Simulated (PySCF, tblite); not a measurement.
**C2H10O3SSi3: geometry, infrared bands and NMR shifts**

Wanted: the infrared bands and NMR shifts of C2H10O3SSi3 (`CS[Si]1(C)O[SiH2]O[SiH2]O1`), by calculation.

Computed with tblite 0.8.0 and PySCF 2.14.0, with density-fitted response routines of our own, on a single molecule in the gas phase. Atoms are numbered from 0 throughout.

**1. The molecule as given**

19 atoms, charge 0, multiplicity 1; geometry from: force field or distance geometry start.

Bonds of the start (Å): C0–S1 1.81, S1–Si2 2.13, Si2–C3 1.85, Si2–O4 1.67, O4–Si5 1.67, Si5–O6 1.66, O6–Si7 1.67, Si7–O8 1.66, O8–Si2 1.67, C0–H9 1.08, C0–H10 1.10, C0–H11 1.10, C3–H12 1.11, C3–H13 1.09, C3–H14 1.10, Si5–H15 1.47, Si5–H16 1.48, Si7–H17 1.49, Si7–H18 1.49.

**2. Geometry optimisation with GFN2-xTB**

What the job is given:

```
{"job": {"kind": "relax", "xc": "GFN2-xTB", "basis": "xTB"}, "charge": 0, "multiplicity": 1}
C      2.520500    -1.315000    -0.683800
S      2.525700     0.350200     0.017800
Si     0.468700     0.768400     0.371300
C      0.314600     2.468000     1.095400
O     -0.334300     0.626300    -1.083800
Si    -1.778400    -0.104300    -1.500100
O     -2.180600    -1.115500    -0.247000
Si    -1.555400    -1.296100     1.294700
O     -0.142100    -0.426900     1.359300
H      3.534500    -1.624200    -0.890000
H      1.946100    -1.329800    -1.622100
H      2.069600    -2.033600     0.017200
H      0.845000     2.528600     2.066600
H      0.731200     3.222500     0.433000
H     -0.734600     2.726500     1.295900
H     -1.613300    -0.880900    -2.733800
H     -2.819700     0.934300    -1.650000
H     -1.284800    -2.735600     1.557600
H     -2.522700    -0.753400     2.282800
```

The run is started by

```
> OMP_NUM_THREADS=1 python probes_run.py task.json out
```

This one command runs all jobs of the session in turn.

Log:

```text
step      E/eV     max force
  0    -826.03517    1.765
  1    -826.14538    0.647
  2    -826.20419    0.587
  3    -826.23084    0.450
  4    -826.24736    0.292
  5    -826.25952    0.314
  6    -826.27689    0.414
  7    -826.29750    0.488
  8    -826.31250    0.310
  9    -826.31887    0.188
 10    -826.32158    0.106
 11    -826.32307    0.095
 12    -826.32397    0.065
 13    -826.32456    0.056
 14    -826.32507    0.060
 15    -826.32561    0.072
 16    -826.32625    0.062
 17    -826.32708    0.080
 18    -826.32819    0.089
 19    -826.32951    0.076
 20    -826.33069    0.073
 21    -826.33163    0.057
 22    -826.33255    0.069
 23    -826.33387    0.091
 24    -826.33569    0.105
 25    -826.33755    0.113
 26    -826.33900    0.088
 27    -826.34037    0.091
 28    -826.34217    0.139
 29    -826.34419    0.138
 30    -826.34575    0.081
 31    -826.34661    0.057
 32    -826.34714    0.058
 33    -826.34771    0.059
 34    -826.34833    0.057
 35    -826.34879    0.045
 36    -826.34907    0.045
 37    -826.34934    0.046
 38    -826.34978    0.052
 39    -826.35045    0.071
 40    -826.35120    0.065
 41    -826.35176    0.060
 42    -826.35213    0.058
 43    -826.35250    0.052
 44    -826.35307    0.068
 45    -826.35390    0.075
 46    -826.35483    0.065
 47    -826.35554    0.061
 48    -826.35601    0.051
 49    -826.35641    0.046
 50    -826.35685    0.066
 51    -826.35735    0.068
 52    -826.35782    0.050
 53    -826.35818    0.037
 54    -826.35846    0.036
 55    -826.35881    0.051
 56    -826.35946    0.076
 57    -826.36060    0.105
 58    -826.36225    0.121
 59    -826.36408    0.114
 60    -826.36571    0.096
 61    -826.36711    0.088
 62    -826.36851    0.106
 63    -826.36966    0.090
 64    -826.37077    0.059
 65    -826.37154    0.055
 66    -826.37196    0.061
 67    -826.37257    0.046
 68    -826.37305    0.046
 69    -826.37333    0.033
 70    -826.37347    0.025
 71    -826.37357    0.020
 72    -826.37366    0.020
 73    -826.37374    0.019
 74    -826.37384    0.019
 75    -826.37392    0.017
 76    -826.37398    0.016
 77    -826.37401    0.012
 78    -826.37404    0.011
 79    -826.37406    0.012
 80    -826.37408    0.007
```

Run time: 0.79 s. Hardware: 1 thread of Arm Neoverse V2, shared host.

Along the way: (not every step is listed)

```
step  energy from step 0 (eV)  largest force (eV/Å)
   0                   0.0000                1.7649
   1                  -0.1102                0.6468
   2                  -0.1690                0.5870
   3                  -0.1957                0.4503
   4                  -0.2122                0.2920
   5                  -0.2243                0.3142
   6                  -0.2417                0.4144
   7                  -0.2623                0.4883
   8                  -0.2773                0.3101
  14                  -0.2899                0.0597
  20                  -0.2955                0.0732
  26                  -0.3038                0.0880
  32                  -0.3120                0.0576
  38                  -0.3146                0.0521
  44                  -0.3179                0.0680
  50                  -0.3217                0.0665
  56                  -0.3243                0.0762
  62                  -0.3333                0.1056
  68                  -0.3379                0.0458
  74                  -0.3387                0.0191
  75                  -0.3388                0.0175
  76                  -0.3388                0.0157
  77                  -0.3388                0.0119
  78                  -0.3389                0.0112
  79                  -0.3389                0.0118
  80                  -0.3389                0.0073
```

Close pairs (by a distance rule), those that changed most:

| bond | before (Å) | after (Å) | change (Å) |
| --- | --- | --- | --- |
| O6–Si7 | 1.673 | 1.624 | -0.049 |
| O4–Si5 | 1.671 | 1.626 | -0.045 |
| Si2–O4 | 1.668 | 1.630 | -0.038 |
| Si2–O8 | 1.667 | 1.630 | -0.037 |
| Si5–O6 | 1.660 | 1.624 | -0.035 |
| Si7–O8 | 1.660 | 1.626 | -0.034 |
| Si7–H17 | 1.488 | 1.454 | -0.034 |
| Si7–H18 | 1.485 | 1.452 | -0.034 |

The next job starts from the end point, and lists it.

**3. Infrared spectrum with GFN2-xTB**

What the job is given:

```
{"job": {"kind": "ir", "xc": "GFN2-xTB", "basis": "xTB"}, "charge": 0, "multiplicity": 1}
C      2.106325    -1.393395    -0.685640
S      2.422083     0.265556     0.003184
Si     0.418243     0.883240     0.418355
C      0.352046     2.607335     1.163181
O     -0.419463     0.826550    -0.978844
Si    -1.585651    -0.180581    -1.499330
O     -1.931649    -1.226600    -0.305781
Si    -1.376794    -1.344783     1.216333
O     -0.235601    -0.207566     1.437997
H      3.072698    -1.813835    -0.941585
H      1.486387    -1.302056    -1.572411
H      1.613397    -2.005474     0.063644
H      0.911983     2.637360     2.090413
H      0.793311     3.327003     0.483818
H     -0.667657     2.912606     1.370011
H     -1.020606    -0.966463    -2.584947
H     -2.762554     0.638529    -1.726631
H     -0.719813    -2.638732     1.313859
H     -2.466490    -1.009443     2.115181
```

Log:

```text
mode    cm-1     km/mol
  1      42.6      3.80
  2      52.7      0.21
  3      56.5      0.16
  4      83.2      0.96
  5     118.4      1.17
  6     120.7     10.29
  7     124.6      0.48
  8     165.5      1.05
  9     178.6      3.79
 10     180.7      8.32
 11     253.2     32.05
 12     265.5     25.97
 13     293.0     43.62
 14     389.8     10.02
 15     503.6     43.00
 16     577.0      0.37
 17     584.1      4.20
 18     586.6      0.23
 19     607.2    234.19
 20     632.3     67.40
 21     634.6      6.57
 22     636.5     61.17
 23     722.5      6.52
 24     724.9    123.72
 25     778.9    356.48
 26     784.5    310.00
 27     795.4     76.67
 28     816.7    274.33
 29     837.9     46.91
 30     842.3     84.35
 31     934.5     24.73
 32     945.1      1.38
 33     956.2      2.22
 34    1028.0    847.17
 35    1049.4    654.37
 36    1311.5      3.46
 37    1370.1     31.23
 38    1445.9      7.89
 39    1450.5      6.42
 40    1466.6      1.86
 41    1473.3      0.29
 42    2326.1     39.56
 43    2332.9    571.57
 44    2356.2    161.41
 45    2360.9    292.84
 46    3026.5      5.92
 47    3032.2      7.51
 48    3052.6     15.67
 49    3062.5      1.88
 50    3066.4     17.82
 51    3068.2     10.34
```

Run time: 0.98 s. Hardware: 1 thread of Arm Neoverse V2, shared host.

The strongest bands and the atoms that carry them (share of the mass-weighted mode):

| cm⁻¹ | km/mol | atoms |
| --- | --- | --- |
| 607 | 234.2 | H18 20 %, H16 20 %, H17 16 %, H15 15 % |
| 779 | 356.5 | H15 25 %, H17 24 %, H16 21 %, H18 21 % |
| 784 | 310.0 | H17 22 %, H15 21 %, H18 19 %, H16 18 % |
| 817 | 274.3 | H14 25 %, C3 14 %, Si2 12 % |
| 1028 | 847.2 | O4 38 %, O8 38 % |
| 1049 | 654.4 | O6 57 %, O8 10 % |
| 2333 | 571.6 | H17 46 %, H15 45 % |
| 2361 | 292.8 | H16 49 %, H18 42 % |

**4. NMR shieldings: PBE0/pcSseg-1**

The job, as its differences from that of step 3:

```diff
@@ -1,2 +1,2 @@
-{"job": {"kind": "ir", "xc": "GFN2-xTB", "basis": "xTB"}, "charge": 0, "multiplicity": 1}
+{"job": {"kind": "nmr", "xc": "PBE0", "basis": "pcSseg-1"}, "charge": 0, "multiplicity": 1}
 C      2.106325    -1.393395    -0.685640
```

Method: GIAO PBE0/pcSseg-1 NMR shielding, non-relativistic, gas phase.

Log:

```text
coarse grid: 18128 points
cycle   1  E = -1573.6029891257  dE =  1.365e+00  |g| = 1.239e+00  |ddm| = 4.201e+00
cycle   2  E = -1573.2930498649  dE =  3.099e-01  |g| = 1.796e+00  |ddm| = 2.274e+00
cycle   3  E = -1573.8676176641  dE = -5.746e-01  |g| = 1.242e-01  |ddm| = 1.541e+00
cycle   4  E = -1573.8707783247  dE = -3.161e-03  |g| = 4.650e-02  |ddm| = 1.818e-01
cycle   5  E = -1573.8712970323  dE = -5.187e-04  |g| = 7.425e-03  |ddm| = 4.950e-02
cycle   6  E = -1573.8713076492  dE = -1.062e-05  |g| = 3.200e-03  |ddm| = 9.622e-03
cycle   7  E = -1573.8713093563  dE = -1.707e-06  |g| = 1.076e-03  |ddm| = 2.902e-03
final grid: 157288 points
cycle   8  E = -1573.9550344361  dE = -2.578e-05  |g| = 1.289e-02  |ddm| = 2.637e-02
cycle   9  E = -1573.9550060896  dE =  2.835e-05  |g| = 1.783e-02  |ddm| = 2.104e-02
cycle  10  E = -1573.9550655115  dE = -5.942e-05  |g| = 1.060e-03  |ddm| = 1.264e-02
cycle  11  E = -1573.9550657326  dE = -2.211e-07  |g| = 1.818e-04  |ddm| = 1.048e-03
cycle  12  E = -1573.9550657405  dE = -7.903e-09  |g| = 5.647e-05  |ddm| = 2.314e-04
cycle  13  E = -1573.9550657411  dE = -5.862e-10  |g| = 2.627e-05  |ddm| = 7.171e-05
converged SCF energy = -1573.9550657411

GIAO shielding tensors (ppm)
atom      isotropic    diamagn.    paramagn.     s11        s22        s33       span
  0 C      175.166     254.707     -79.541    167.073    167.663    190.762     23.689
  1 S      639.690    1060.325    -420.635    559.223    584.874    774.973    215.750
  2 Si     359.768     883.043    -523.275    325.186    340.564    413.556     88.370
  3 C      185.616     255.920     -70.304    178.912    179.806    198.131     19.219
  4 O      228.557     405.345    -176.788    178.432    215.295    291.943    113.511
  5 Si     385.989     882.345    -496.355    370.489    379.655    407.824     37.335
  6 O      250.324     404.535    -154.211    195.916    225.008    330.049    134.133
  7 Si     385.992     882.290    -496.298    370.482    379.682    407.813     37.331
  8 O      228.396     405.346    -176.951    178.168    215.203    291.817    113.649
  9 H       29.576      30.063      -0.487     23.539     26.561     38.628     15.089
 10 H       29.390      34.008      -4.618     23.791     28.431     35.948     12.156
 11 H       29.388      33.862      -4.474     23.793     28.412     35.959     12.167
 12 H       31.371      29.755       1.616     26.741     29.124     38.247     11.506
 13 H       31.374      29.953       1.421     26.740     29.125     38.256     11.516
 14 H       31.347      31.165       0.182     26.680     28.967     38.393     11.713
 15 H       26.504      30.800      -4.296     22.901     24.447     32.164      9.262
 16 H       26.499      29.640      -3.141     22.812     23.727     32.958     10.146
 17 H       26.503      30.673      -4.171     22.901     24.450     32.156      9.254
 18 H       26.500      29.504      -3.005     22.808     23.728     32.962     10.154
```

Wall time 43 s (1 thread of Arm Neoverse V2, shared host); peak memory 1 GiB.

The references, computed at this level on geometries of the same kind, shield at (ppm): ¹H TMS 31.72, ¹³C TMS 186.9, ²⁹Si TMS 349.2, ¹⁷O H2O 336.1, ³³S CS2 504. Their shielding less the atom's gives the shift. The references are single molecules in the gas phase, so shifts against H2O, NH3, PH3, H3PO4 or CFCl3 are not on the usual liquid scales and can be off by tens of ppm. Atoms listed in one row are averaged.

```csv
atoms,environment,σ (ppm),δ (ppm),δ scaled to CDCl3
C0,methyl carbon bonded to S,175.2,11.8,5.2
C3,methyl carbon bonded to Si,185.6,1.3,-0.6
"H16, H18","hydrogen on a silicon bonded to 2 O, in a 6-membered ring",26.50,5.22,–
"H15, H17","hydrogen on a silicon bonded to 2 O, in a 6-membered ring",26.50,5.21,–
"H9, H10, H11",hydrogen on a methyl carbon bonded to S,29.45,2.27,2.24
"H12, H13, H14",hydrogen on a methyl carbon bonded to Si,31.36,0.35,0.44
S1,"sulfur bonded to C, Si",640,-136,–
Si2,"silicon bonded to C, 2 O, S, in a 6-membered ring",359.8,-10.6,–
"Si5, Si7","silicon bonded to 2 O, 2 H, in a 6-membered ring",386.0,-36.8,–
"O4, O8","oxygen bonded to 2 Si, in a 6-membered ring",228.5,107.6,–
O6,"oxygen bonded to 2 Si, in a 6-membered ring",250.3,85.8,–
```

The scaled column applies a straight-line fit of computed shieldings to shifts measured in CDCl3, with any fitted terms for Cl, Br or S neighbours (root-mean-square error 0.16 ppm for H, 1.9 ppm for C).

Charges from the same density, by scheme (e):

| atoms | Mulliken | IAO | Hirshfeld | ESP fit |
| --- | --- | --- | --- | --- |
| C0 | -0.42 | -0.49 | -0.11 | -0.39 |
| S1 | -0.34 | -0.21 | -0.12 | -0.34 |
| Si2 | 1.20 | 1.34 | 0.46 | 0.97 |
| C3 | -0.63 | -0.75 | -0.21 | -0.74 |
| O4, O8 | -0.74 | -0.89 | -0.31 | -0.57 |
| Si5, Si7 | 1.01 | 1.22 | 0.47 | 0.83 |
| O6 | -0.74 | -0.89 | -0.31 | -0.57 |

Mayer bond orders: C0–S1 1.00, S1–Si2 0.98, Si2–C3 0.98, Si2–O4 0.91, O4–Si5 0.94, Si5–O6 0.94, O6–Si7 0.94, Si7–O8 0.94, O8–Si2 0.91.

Ring of atoms Si2, O4, Si5, O6, Si7, O8: NICS(0) -2.5, NICS(1) -0.4, NICS(1)zz 1.7 ppm (means of both faces).

**5. Results**

| quantity | value |
| --- | --- |
| strongest single infrared mode (GFN2-xTB) | 1028 cm⁻¹, 847 km/mol |
| zero-point energy (GFN2-xTB) | 77.9 kcal/mol |
| ¹³C shifts against TMS (PBE0/pcSseg-1) | 11.8, 1.3 ppm |
| ¹H shifts against TMS (PBE0/pcSseg-1, means over atoms taken as alike) | 5.22, 5.21, 2.27, 0.35 ppm |
| ³³S shifts against CS2 (PBE0/pcSseg-1) | -136 ppm |
| ²⁹Si shifts against TMS (PBE0/pcSseg-1, means over atoms taken as alike) | -10.6, -36.8 ppm |
| ¹⁷O shifts against H2O (PBE0/pcSseg-1, means over atoms taken as alike) | 107.6, 85.8 ppm |

**Reading.** The optimisation took 80 steps and gained 0.339 eV; among the close pairs (by a distance rule), O6–Si7 changed most, from 1.673 to 1.624 Å. No mode is imaginary among the 51: a minimum at this level. The strongest single mode, at 1028 cm⁻¹, moves mainly O4 and O8. Unscaled tight-binding wavenumbers are off by several per cent, some by more. Its intensities can rank the bands wrongly. At PBE0/pcSseg-1: Shielding is most anisotropic at S1 (span 216 ppm, paramagnetic term -421 ppm).
